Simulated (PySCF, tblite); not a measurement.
# C₆H₄BF₂S radical: geometry, infrared bands and EPR parameters

Aim: predict the infrared bands and EPR parameters of C₆H₄BF₂S radical (`FB(F)C#CC1=CC[CH]S1`).

The runs use tblite 0.8.0 and PySCF 2.14.0, with density-fitted response routines of our own; the level of theory stands in each step. All values are computed, except where a source is named. Atoms count from 0, in the outputs and in this text.

## (1) Starting geometry

14 atoms, charge 0, multiplicity 2; geometry from: force field or distance geometry start.

Bonds of the start (Å): F0–B1 1.46, B1–F2 1.44, B1–C3 1.53, C3–C4 1.21, C4–C5 1.44, C5–C6 1.31, C6–C7 1.48, C7–C8 1.52, C8–S9 1.82, S9–C5 1.78, C6–H10 1.09, C7–H11 1.11, C7–H12 1.12, C8–H13 1.11.

## (2) Geometry optimisation with GFN2-xTB

What the job is given:

```
{"job": {"kind": "relax", "xc": "GFN2-xTB", "basis": "xTB"}, "charge": 0, "multiplicity": 2}
F      4.590000    -1.383700     0.016900
B      3.958100    -0.099000    -0.259900
F      4.782900     1.016200    -0.654800
C      2.438600     0.050600    -0.171400
C      1.240400     0.156500    -0.086900
C     -0.191500     0.295700    -0.015400
C     -0.980300    -0.709800     0.287700
C     -2.424900    -0.393500     0.264300
C     -2.568200     0.905400    -0.511300
S     -1.010800     1.830900    -0.377900
H     -0.610800    -1.697300     0.552500
H     -2.807700    -0.280800     1.301500
H     -2.998100    -1.203900    -0.244100
H     -3.418500     1.512400    -0.133300
```

On the command line:

```sh
$ OMP_NUM_THREADS=1 python probes_run.py task.json out
```

This one command runs all jobs of the session in turn.

The log of the run:

```text
step      E/eV     max force
  0    -782.47154    3.663
  1    -782.91152    4.307
  2    -783.10608    3.611
  3    -783.29297    1.035
  4    -783.33464    0.498
  5    -783.37080    0.537
  6    -783.38608    0.428
  7    -783.41060    0.320
  8    -783.42471    0.303
  9    -783.44027    0.355
 10    -783.45094    0.315
 11    -783.45983    0.249
 12    -783.46681    0.223
 13    -783.47127    0.188
 14    -783.47341    0.125
 15    -783.47469    0.085
 16    -783.47599    0.099
 17    -783.47747    0.098
 18    -783.47865    0.089
 19    -783.47938    0.063
 20    -783.47990    0.082
 21    -783.48045    0.078
 22    -783.48104    0.072
 23    -783.48150    0.050
 24    -783.48183    0.048
 25    -783.48214    0.052
 26    -783.48252    0.049
 27    -783.48290    0.043
 28    -783.48329    0.054
 29    -783.48363    0.065
 30    -783.48395    0.049
 31    -783.48417    0.038
 32    -783.48429    0.024
 33    -783.48437    0.025
 34    -783.48448    0.028
 35    -783.48460    0.029
 36    -783.48470    0.020
 37    -783.48478    0.022
 38    -783.48487    0.031
 39    -783.48502    0.033
 40    -783.48521    0.036
 41    -783.48538    0.026
 42    -783.48548    0.025
 43    -783.48558    0.028
 44    -783.48570    0.031
 45    -783.48582    0.027
 46    -783.48590    0.021
 47    -783.48594    0.019
 48    -783.48599    0.020
 49    -783.48605    0.021
 50    -783.48610    0.017
 51    -783.48613    0.012
 52    -783.48616    0.015
 53    -783.48619    0.020
 54    -783.48625    0.023
 55    -783.48631    0.026
 56    -783.48638    0.029
 57    -783.48647    0.034
 58    -783.48658    0.035
 59    -783.48670    0.029
 60    -783.48679    0.021
 61    -783.48683    0.012
 62    -783.48684    0.010
 63    -783.48685    0.009
```

Wall time 0.49 s (1 thread of Arm Neoverse V1, shared host).

Relaxation path: (not every step is listed)

| step | energy from step 0 (eV) | largest force (eV/Å) |
| --- | --- | --- |
| 0 | 0.0000 | 3.6627 |
| 1 | -0.4400 | 4.3073 |
| 2 | -0.6345 | 3.6111 |
| 3 | -0.8214 | 1.0349 |
| 4 | -0.8631 | 0.4979 |
| 5 | -0.8993 | 0.5373 |
| 6 | -0.9145 | 0.4280 |
| 7 | -0.9391 | 0.3201 |
| 8 | -0.9532 | 0.3032 |
| 13 | -0.9997 | 0.1877 |
| 18 | -1.0071 | 0.0893 |
| 23 | -1.0100 | 0.0501 |
| 28 | -1.0118 | 0.0542 |
| 33 | -1.0128 | 0.0246 |
| 38 | -1.0133 | 0.0307 |
| 43 | -1.0140 | 0.0277 |
| 48 | -1.0145 | 0.0196 |
| 53 | -1.0146 | 0.0204 |
| 58 | -1.0150 | 0.0348 |
| 59 | -1.0152 | 0.0286 |
| 60 | -1.0153 | 0.0206 |
| 61 | -1.0153 | 0.0117 |
| 62 | -1.0153 | 0.0096 |
| 63 | -1.0153 | 0.0091 |

Distances of close pairs at the start and the end, largest changes first:

| bond | before (Å) | after (Å) | change (Å) |
| --- | --- | --- | --- |
| F0–B1 | 1.458 | 1.321 | -0.137 |
| B1–F2 | 1.442 | 1.320 | -0.122 |
| C8–S9 | 1.817 | 1.700 | -0.116 |
| C4–C5 | 1.440 | 1.395 | -0.045 |
| C8–H13 | 1.111 | 1.069 | -0.042 |
| C7–C8 | 1.520 | 1.486 | -0.034 |
| C5–C6 | 1.313 | 1.347 | +0.033 |
| B1–C3 | 1.529 | 1.506 | -0.024 |

The final coordinates are the input of the step that follows.

## (3) Vibrational analysis with GFN2-xTB

What the job is given:

```
{"job": {"kind": "ir", "xc": "GFN2-xTB", "basis": "xTB"}, "charge": 0, "multiplicity": 2}
F      4.619982    -1.158005     0.000549
B      3.957791    -0.050479    -0.281317
F      4.716597     0.968557    -0.638213
C      2.456791     0.039955    -0.200321
C      1.246974     0.093721    -0.127913
C     -0.143296     0.183959    -0.054619
C     -1.010955    -0.767684     0.339414
C     -2.447745    -0.376418     0.311703
C     -2.469382     1.028131    -0.172809
S     -0.941429     1.691321    -0.513142
H     -0.700449    -1.748442     0.654355
H     -2.905818    -0.474098     1.310138
H     -3.028844    -1.047057    -0.343141
H     -3.350896     1.616068    -0.316806
```

The log of the run:

```text
mode    cm-1     km/mol
  1      25.8      0.39
  2      52.7      0.25
  3      66.3      0.12
  4     132.5      0.57
  5     152.7      2.03
  6     194.6     10.47
  7     273.0      3.91
  8     324.2     15.18
  9     344.9      3.20
 10     420.6      3.48
 11     450.0      8.25
 12     464.8     18.16
 13     502.6      9.54
 14     529.0     99.50
 15     606.0      5.16
 16     674.6      3.81
 17     728.6     13.41
 18     764.6      3.97
 19     836.7    122.16
 20     899.7      0.11
 21     983.2     14.42
 22    1047.1     18.15
 23    1066.3      0.04
 24    1130.5    270.61
 25    1168.6     34.59
 26    1221.8    138.96
 27    1254.8    410.03
 28    1284.9     33.35
 29    1322.9    756.33
 30    1442.5      3.86
 31    1593.0     27.50
 32    2265.1    637.09
 33    2776.4     21.90
 34    2845.0     48.81
 35    3124.6      2.25
 36    3182.6      0.09
```

Wall time 0.56 s (1 thread of Arm Neoverse V1, shared host).

The strongest bands and the atoms that carry them (share of the mass-weighted mode):

| cm⁻¹ | km/mol | atoms |
| --- | --- | --- |
| 529 | 99.5 | B1 71 %, C3 11 % |
| 837 | 122.2 | C8 60 %, S9 22 % |
| 1130 | 270.6 | C5 38 %, B1 18 % |
| 1222 | 139.0 | C8 34 %, C7 20 %, H10 19 %, H13 15 % |
| 1255 | 410.0 | B1 72 %, F0 14 %, F2 13 % |
| 1323 | 756.3 | B1 48 %, C4 11 %, C3 11 % |
| 2265 | 637.1 | C4 52 %, C3 47 % |
| 2845 | 48.8 | H12 48 %, H11 48 % |

## (4) g tensor and hyperfine couplings: B3LYP/pcH-1

Same as in step 3 but for these lines:

```diff
@@ -1,2 +1,2 @@
-{"job": {"kind": "ir", "xc": "GFN2-xTB", "basis": "xTB"}, "charge": 0, "multiplicity": 2}
+{"job": {"kind": "epr", "basis": "pcH-1"}, "charge": 0, "multiplicity": 2}
 F      4.619982    -1.158005     0.000549
```

With the program's defaults for keys left out, this is: UKS B3LYP, pcH-1 on B C F H S, non-relativistic, mean-field spin-orbit, GIAO.

The log of the run:

```text
UKS, coarse grid
  cycle   1  E = -853.71293823  |g| = 5.43e-01
  cycle   2  E = -853.61569704  |g| = 7.90e-01
  cycle   3  E = -853.81117365  |g| = 1.03e-01
  cycle   4  E = -853.81446266  |g| = 7.44e-02
  cycle   5  E = -853.81713616  |g| = 2.48e-02
  cycle   6  E = -853.81742798  |g| = 8.64e-03
  cycle   7  E = -853.81747337  |g| = 5.43e-03
  cycle   8  E = -853.81749519  |g| = 1.39e-03
  cycle   9  E = -853.81749696  |g| = 8.01e-04
UKS, final grid
  cycle   1  E = -853.81746931  |g| = 1.09e-03
  cycle   2  E = -853.81746823  |g| = 1.81e-03
  cycle   3  E = -853.81746999  |g| = 2.53e-04
  cycle   4  E = -853.81747003  |g| = 6.99e-05
  cycle   5  E = -853.81747004  |g| = 5.99e-05
  cycle   6  E = -853.81747004  |g| = 2.36e-05
E = -853.81747004 Eh   <S^2> = 0.7588 (exact 0.7500)
g shifts (ppm)      1          2          3
  rmc          -161       -161       -161
  gc             32         -6         35
  oz_so        -729        -70       5420
  total        -859       -237       5293
hyperfine (MHz)  atom isotope    a_iso     a_fc   dipolar eigenvalues
    0   19F      -0.71      -0.71     -2.75      1.24      1.51
    1   11B       0.77       0.77     -0.43      0.14      0.30
    2   19F      -0.75      -0.72     -2.79      1.21      1.58
    3   13C      -1.26      -1.25     -2.74      0.66      2.08
    4   13C       2.52       2.51     -0.80     -0.04      0.84
    5   13C     -10.72     -10.68     -8.42      3.73      4.69
    6   13C      11.08      11.09     -9.91     -7.11     17.01
    7   13C     -37.44     -37.45     -1.81      0.68      1.13
    8   13C      79.75      79.46    -69.50    -68.98    138.48
    9   33S       3.66       4.09    -21.15    -15.91     37.06
   10    1H      -8.98      -8.98     -5.12     -1.51      6.64
   11    1H     153.90     153.90     -4.46     -2.87      7.32
   12    1H     153.03     153.03     -4.44     -2.88      7.32
   13    1H     -54.11     -54.20    -32.81     -0.60     33.41
```

Run time: 2.5 min. Hardware: 1 thread of Arm Neoverse V1, shared host; peak memory 1.1 GiB.

Principal g values 2.00146, 2.00208, 2.00761; g(iso) = 2.00372, against 2.00232 for a free electron.

Hyperfine couplings; where a row names several nuclei, a(iso) is their mean (it holds for fast rotation or exchange) and the dipolar term the largest among them:

| nuclei | isotope | a(iso) (MHz) | a(iso) (G, at g = 2.0023) | largest dipolar term (MHz) |
| --- | --- | --- | --- | --- |
| H11, H12 | 1H | 153.5 | 54.8 | 7.3 |
| C8 | 13C | 79.7 | 28.5 | 138.5 |
| H13 | 1H | -54.1 | -19.3 | 33.4 |
| C7 | 13C | -37.4 | -13.4 | -1.8 |
| C6 | 13C | 11.1 | 4.0 | 17.0 |
| C5 | 13C | -10.7 | -3.8 | -8.4 |
| H10 | 1H | -9.0 | -3.2 | 6.6 |
| S9 | 33S | 3.7 | 1.3 | 37.1 |
| C4 | 13C | 2.5 | 0.9 | 0.8 |
| C3 | 13C | -1.3 | -0.4 | -2.7 |
| B1 | 11B | 0.8 | 0.3 | -0.4 |
| F0, F2 | 19F | -0.7 | -0.3 | -2.8 |

Mulliken spin populations:

F0 0.00; B1 0.00; F2 0.00; C3 -0.02; C4 0.01; C5 -0.05; C6 0.12; C7 -0.09; C8 0.81; S9 0.15; H10 -0.01; H11 0.06; H12 0.06; H13 -0.03

In first order the couplings over 0.8 MHz of 1H give 12 distinct lines over 132.0 G, if the averaged nuclei exchange fast; the same motion can average rows kept apart here too.

Orbitals, density, ELF and potential are computed afterwards from the orbital file.

ELF in a plane through or near 12 of the atoms.

Values, 10 rows by 14 columns:
```
0.00 0.00 0.00 0.00 0.00 0.00 0.00 0.00 0.00 0.00 0.00 0.00 0.00 0.00
0.00 0.00 0.00 0.00 0.00 0.00 0.00 0.01 0.00 0.00 0.00 0.00 0.00 0.00
0.00 0.00 0.05 0.11 0.00 0.00 0.01 0.98 0.78 0.01 0.01 0.00 0.00 0.00
0.00 0.02 0.74 0.79 0.01 0.31 0.01 0.96 0.79 0.16 0.10 0.01 0.00 0.00
0.00 0.06 0.80 0.79 0.67 0.83 0.54 0.70 0.40 0.45 0.41 0.01 0.00 0.00
0.00 0.01 0.19 0.57 0.74 0.70 0.61 0.66 0.07 0.93 0.12 0.00 0.00 0.00
0.00 0.11 0.84 0.79 0.27 0.71 0.18 0.75 0.46 0.19 0.98 0.37 0.00 0.00
0.00 0.01 0.41 0.49 0.01 0.16 0.03 0.76 0.15 0.23 0.99 0.49 0.00 0.00
0.00 0.00 0.00 0.01 0.00 0.00 0.06 0.81 0.72 0.02 0.15 0.00 0.00 0.00
0.00 0.00 0.00 0.00 0.00 0.00 0.00 0.05 0.04 0.00 0.00 0.00 0.00 0.00
```
The map spans 14.6 Å across and 8.9 Å up, centred on the molecule. Atoms in the plane (x, y in Å): F0 (-4.6, 1.1), B1 (-4.0, -0.1), F2 (-4.7, -1.1), C3 (-2.5, -0.1), C4 (-1.2, -0.1), C5 (0.1, -0.2), C6 (1.0, 0.8), C7 (2.5, 0.5), C8 (2.5, -1.0), S9 (1.0, -1.8), H10 (0.7, 1.9), H13 (3.4, -1.6).

On the surface of density 0.002 e/bohr³ the electrostatic potential runs, from the 1st to the 99th percentile, from -0.80 V near F2 to 1.54 V near B1.

The spin density lies nearest to C8 49 %; S9 18 %; H13 7 %; C6 6 %.

## (5) What came out

```
                                                                  quantity                      value
                                 strongest single infrared mode (GFN2-xTB)      1323 cm⁻¹, 756 km/mol
                                              zero-point energy (GFN2-xTB)              51.7 kcal/mol
                                                            g(iso) (B3LYP)                    2.00372
                                                                      ⟨S²⟩         0.759 (exact 0.75)
                                        largest a(iso) (averaged by class)  1H on H11, H12, 153.5 MHz
potential on the surface of density 0.002 e/bohr³, 1st and 99th percentile         -0.80 V and 1.54 V
```

What this shows: Over 63 steps the energy fell by 1.015 eV; of the close pairs, F0–B1 changed most, 1.458 to 1.321 Å. All 36 modes are real, so the xTB geometry is a minimum. The strongest single mode, at 1323 cm⁻¹, has its largest shares on B1, C4 and C3 (the list is cut at 3 atoms). Unscaled tight-binding wavenumbers are off by several per cent, some by more. Its intensities can rank the bands wrongly. Most of the unpaired spin sits on C8 (0.81 e). The isotropic g lies 1.4 ppt above the free-electron value. These values are for one conformer; the search (at its own cheap level) found 1 more, at 0.98 kcal/mol, and measured spectra average over such forms.
